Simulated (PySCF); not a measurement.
# LiBr: from the state search to spectroscopic constants

An exercise on one series of results from a longer session: the logs are not shown, and one member is left open.

The runs use PySCF 2.14.0; Li x2c-TZVPPall, Br x2c-TZVPPall, spin-free X2C with a Gaussian nucleus.

The first run:

A driver script around PySCF takes these settings:

| Quantity | Value |
| --- | --- |
| atoms | Li, Br |
| charge | 0 |
| basis | Li x2c-TZVPPall, Br x2c-TZVPPall |
| Hamiltonian | spin-free X2C with a Gaussian nucleus |
| basis functions | 67 |
| electrons treated | 38 |
| masses in u | 7.0160, 78.9183 |
| levels | PBE0, PBE, r²SCAN, PW91, MN15, M06-L, LDA, ωB97X-V, HF, MP2, SCS-MP2, CCSD, CCSD(T) |
| grid | 80 radial by 434 angular points |
| occupations | held fixed by the projection of orbital angular momentum |
| dissociation limit | Li + Br, each in its ground configuration |
| starting distance in angstrom | 2.400 |
| values of 2S to try | 0, 2 |

Launch:

```
$ OMP_NUM_THREADS=1 python dia.py task.json out
```

Among the steps run: The job; The PBE0 curve of the state that the search chose; Excited determinants; PBE; r²SCAN (meta-GGA); PW91 (GGA); MN15 (hybrid meta-GGA); M06-L (meta-GGA); LDA (local density); ωB97X-V (range-separated hybrid); RHF (mean field); Adding correlation.

One table of the session follows, with a row left open; its other results are not shown here.

It belongs to the step «The curves together». Energy (eV) from each level's lowest point:

```
R (Å)    RHF  RHF-MP2  RHF-SCS-MP2  RHF-CCSD  RHF-CCSD(T)
1.867  0.598    0.563        0.572       n/a          n/a
1.954  0.283    0.261        0.267     0.261        0.263
2.041  0.100    0.089        0.092     0.089        0.090
2.106  0.028    0.023        0.025     0.023        0.024
2.171  0.000    0.000        0.000     0.000        0.000
2.236      ?        ?            ?         ?            ?
2.323  0.056    0.063        0.060     0.063        0.062
2.432  0.164    0.175        0.170     0.175        0.173
2.562  0.339    0.352        0.346     0.352        0.349
2.736  0.612    0.626        0.618       n/a          n/a
```

Estimate the missing values for R (Å) = 2.236.

Worked estimate for «RHF». A straight line through the neighbours (2.171, 0.000) and (2.323, 0.056) gives 0.000 + (0.056 − 0.000) × (2.236 − 2.171) / (2.323 − 2.171) = 0.024; a parabola fitted to 4 rows on both sides gives 0.010.

The run gave: RHF: 0.006; RHF-MP2: 0.010; RHF-SCS-MP2: 0.009; RHF-CCSD: 0.010; RHF-CCSD(T): 0.010. In «RHF» the line misses by +0.018 and the parabola by +0.004.
